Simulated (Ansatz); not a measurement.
# CH₇BFGeN: up Jacob's ladder to CCSD(T)

The task here is to estimate one member of a computed series from the others.

Computed with Ansatz 0.2.0, Gaussian basis. Level: functionals in def2-TZVPP, the program's frozen cores in correlated methods.

The runs, in order: PBE-D4, r2SCAN-D4, PBE0-D4, B3LYP-D4, ωB97X-V, ωB97M-V, B2PLYP; CCSD(T)/def2-TZVPP; MP2/def2-QZVPP; extrapolation to the limit.

### Structure used throughout

The geometry comes from an earlier relaxation with PBE0-D4 in a triple-zeta def2 set; it is a stationary point, not always the lowest conformer.

12 atoms, charge 0, spin multiplicity 1.

Atoms are counted from 1 here; the program's logs count them from 0.

Bond lengths: B1–C2 1.561 Å, B1–F3 1.324 Å, B1–H6 1.202 Å, C2–N4 1.451 Å, C2–H7 1.109 Å, C2–H8 1.100 Å, N4–Ge5 1.838 Å, N4–H9 1.010 Å, Ge5–H10 1.535 Å, Ge5–H11 1.538 Å, Ge5–H12 1.549 Å. Angles: C2–B1–F3 118.8°, C2–B1–H6 124.1°, F3–B1–H6 117.0°, B1–C2–N4 114.2°, B1–C2–H7 106.5°, B1–C2–H8 107.2°, N4–C2–H7 114.5°, N4–C2–H8 109.8°, H7–C2–H8 104.0°, C2–N4–Ge5 118.9°, C2–N4–H9 112.3°, Ge5–N4–H9 113.7°, N4–Ge5–H10 107.3°, N4–Ge5–H11 107.2°, N4–Ge5–H12 112.4°, H10–Ge5–H11 111.4°, H10–Ge5–H12 110.1°, H11–Ge5–H12 108.4°.

Geometry (Å):

| atom | x (Å) | y (Å) | z (Å) |
| --- | --- | --- | --- |
| B1 | -1.55333 | -0.14857 | 1.55930 |
| C2 | -0.31691 | -0.45830 | 0.65857 |
| F3 | -1.88563 | -1.01214 | 2.50680 |
| N4 | 0.04332 | 0.61511 | -0.24840 |
| Ge5 | 1.41317 | 0.34441 | -1.44330 |
| H6 | -2.25136 | 0.82199 | 1.43546 |
| H7 | -0.52404 | -1.42871 | 0.16233 |
| H8 | 0.52680 | -0.67819 | 1.32981 |
| H9 | -0.76661 | 1.06192 | -0.65305 |
| H10 | 1.49863 | 1.59407 | -2.33134 |
| H11 | 2.69956 | 0.14797 | -0.62435 |
| H12 | 1.19320 | -0.91456 | -2.31783 |

Set-up of the first run:

in.yaml reads:

```yaml
crystal:
  periodic: [false, false, false]
  atoms:
    - {symbol: B, position_ang: [-1.553335, -0.148570, 1.559303]}
    - {symbol: C, position_ang: [-0.316910, -0.458295, 0.658568]}
    - {symbol: F, position_ang: [-1.885625, -1.012135, 2.506805]}
    - {symbol: N, position_ang: [0.043320, 0.615111, -0.248403]}
    - {symbol: Ge, position_ang: [1.413165, 0.344408, -1.443304]}
    - {symbol: H, position_ang: [-2.251361, 0.821990, 1.435461]}
    - {symbol: H, position_ang: [-0.524039, -1.428714, 0.162332]}
    - {symbol: H, position_ang: [0.526798, -0.678190, 1.329812]}
    - {symbol: H, position_ang: [-0.766606, 1.061916, -0.653054]}
    - {symbol: H, position_ang: [1.498630, 1.594069, -2.331342]}
    - {symbol: H, position_ang: [2.699559, 0.147975, -0.624348]}
    - {symbol: H, position_ang: [1.193203, -0.914563, -2.317828]}
basis:
  gaussian: {orbitals: def2-TZVPP}
hamiltonian: {xc: pbe, dispersion: d4}
output: {forces: true, orbitals: {seedname: orbitals}}
```

The run is started by

```sh
$ ansatz run in.yaml --threads 4 --pin off --events-out ev --progress --plain --max-ram 10444MiB
```

Among the steps run: PBE-D4 (GGA); r2SCAN-D4 (meta-GGA); PBE0-D4 (hybrid); B3LYP-D4 (hybrid); ωB97X-V (range-separated); ωB97M-V (range-separated); B2PLYP (double hybrid); CCSD(T) in def2-TZVPP; MP2 in def2-QZVPP.

One table of the session follows, with a row left open; its other results are not shown here.

| method | atomisation energy (kcal/mol) |
| --- | --- |
| PBE-D4 | 1010.9 |
| r2SCAN-D4 | ? |
| PBE0-D4 | 995.2 |
| B3LYP-D4 | 997.7 |
| ωB97X-V | 1002.2 |
| ωB97M-V | 998.5 |
| B2PLYP | 987.7 |
| HF/def2-TZVPP | 729.0 |
| MP2/def2-TZVPP | 985.5 |
| CCSD/def2-TZVPP | 960.8 |
| CCSD(T)/def2-TZVPP | 973.9 |
| MP2/CBS | 1008.2 |
| CCSD(T)/CBS | 996.6 |

Estimate the missing values for r2SCAN-D4.

As computed: atomisation energy (kcal/mol): 997.9. In the column «atomisation energy (kcal/mol)» it lies between B3LYP-D4 (997.7) and ωB97M-V (998.5).

To keep in mind: Free atoms (1 B, 1 C, 1 F, 1 N, 1 Ge, 7 H) were run apart at each level; the atomisation energy is their sum less the molecule, without zero-point or spin-orbit terms.
